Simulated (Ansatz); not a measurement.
# C2H8Cl2Ga2: small, medium and large basis sets

An exercise on one series of results from a longer session: the logs are not shown, and one member is left open.

Method: one geometry, several basis sets; program: Ansatz 0.2.0, Gaussian basis.

The runs, in order: PBE0-D4/def2-SVP; ωB97M-V/def2-SVP; PBE0-D4/def2-QZVPP; ωB97M-V/def2-QZVPP; the functionals' def2-TZVPP values are taken from earlier runs.

**The relaxed structure**

The geometry comes from an earlier relaxation with PBE0-D4 in a triple-zeta def2 set; it is a stationary point, not always the lowest conformer.

SMILES `[CH3][Ga@H-]1[Cl+][Ga@H-]([CH3])[Cl+]1`, 14 atoms, charge 0, spin multiplicity 1.

Atoms are counted from 1 here; the program's logs count them from 0.

Bond lengths: C1–Ga2 1.951 Å, C1–H7 1.092 Å, C1–H8 1.091 Å, C1–H9 1.092 Å, Ga2–Cl3 2.374 Å, Ga2–Cl6 2.374 Å, Ga2–H10 1.556 Å, Cl3–Ga4 2.374 Å, Ga4–C5 1.951 Å, Ga4–Cl6 2.374 Å, Ga4–H11 1.556 Å, C5–H12 1.092 Å, C5–H13 1.091 Å, C5–H14 1.092 Å. Angles: Ga2–C1–H7 110.4°, Ga2–C1–H8 110.0°, Ga2–C1–H9 110.4°, H7–C1–H8 108.8°, H7–C1–H9 108.4°, H8–C1–H9 108.8°, C1–Ga2–Cl3 106.6°, C1–Ga2–Cl6 106.6°, C1–Ga2–H10 134.4°, Cl3–Ga2–Cl6 90.2°, Cl3–Ga2–H10 105.1°, Cl6–Ga2–H10 105.1°, Ga2–Cl3–Ga4 89.8°, Cl3–Ga4–C5 106.6°, Cl3–Ga4–Cl6 90.2°, Cl3–Ga4–H11 105.1°, C5–Ga4–Cl6 106.6°, C5–Ga4–H11 134.4° and more.

The first run:

File in.yaml:

```yaml
crystal:
  periodic: [false, false, false]
  atoms:
    - {symbol: C, position_ang: [-0.885866, 1.651387, 2.395718]}
    - {symbol: Ga, position_ang: [0.508144, 1.125368, 1.135686]}
    - {symbol: Cl, position_ang: [0.465419, -1.245955, 1.029914]}
    - {symbol: Ga, position_ang: [-0.504851, -1.121700, -1.133213]}
    - {symbol: C, position_ang: [0.882563, -1.654413, -2.397677]}
    - {symbol: Cl, position_ang: [-0.454448, 1.249606, -1.030909]}
    - {symbol: H, position_ang: [-1.067418, 2.726453, 2.336736]}
    - {symbol: H, position_ang: [-1.813342, 1.125865, 2.165828]}
    - {symbol: H, position_ang: [-0.587916, 1.407272, 3.417410]}
    - {symbol: H, position_ang: [2.001873, 1.513658, 0.938952]}
    - {symbol: H, position_ang: [-1.999084, -1.504830, -0.930130]}
    - {symbol: H, position_ang: [1.062285, -2.729633, -2.335903]}
    - {symbol: H, position_ang: [1.812040, -1.129952, -2.173539]}
    - {symbol: H, position_ang: [0.580630, -1.413137, -3.418872]}
basis:
  gaussian: {orbitals: def2-SVP}
hamiltonian: {xc: pbe0, dispersion: d4}
output: {orbitals: {seedname: orbitals}}
```

Started as:

```sh
$ ansatz run in.yaml --threads 4 --pin off --events-out ev --progress --plain --max-ram 11315MiB
```

Among the steps run: PBE0-D4 in def2-SVP; ωB97M-V in def2-SVP; PBE0-D4 in def2-QZVPP; ωB97M-V in def2-QZVPP.

One of the session's tables, all rows but one given; the rest of the session is left out.

It belongs to the step «Functionals by basis». 

```
functional       basis  HOMO (eV)
   PBE0-D4    def2-SVP      -7.95
   PBE0-D4  def2-TZVPP          ?
   PBE0-D4  def2-QZVPP      -8.01
   ωB97M-V    def2-SVP     -10.10
   ωB97M-V  def2-TZVPP     -10.17
   ωB97M-V  def2-QZVPP     -10.19
```

**Question.** Estimate the row for PBE0-D4, def2-TZVPP.

The run gave: HOMO (eV): -7.99. In the column «HOMO (eV)» it lies between PBE0-D4, def2-QZVPP (-8.01) and PBE0-D4, def2-SVP (-7.95).
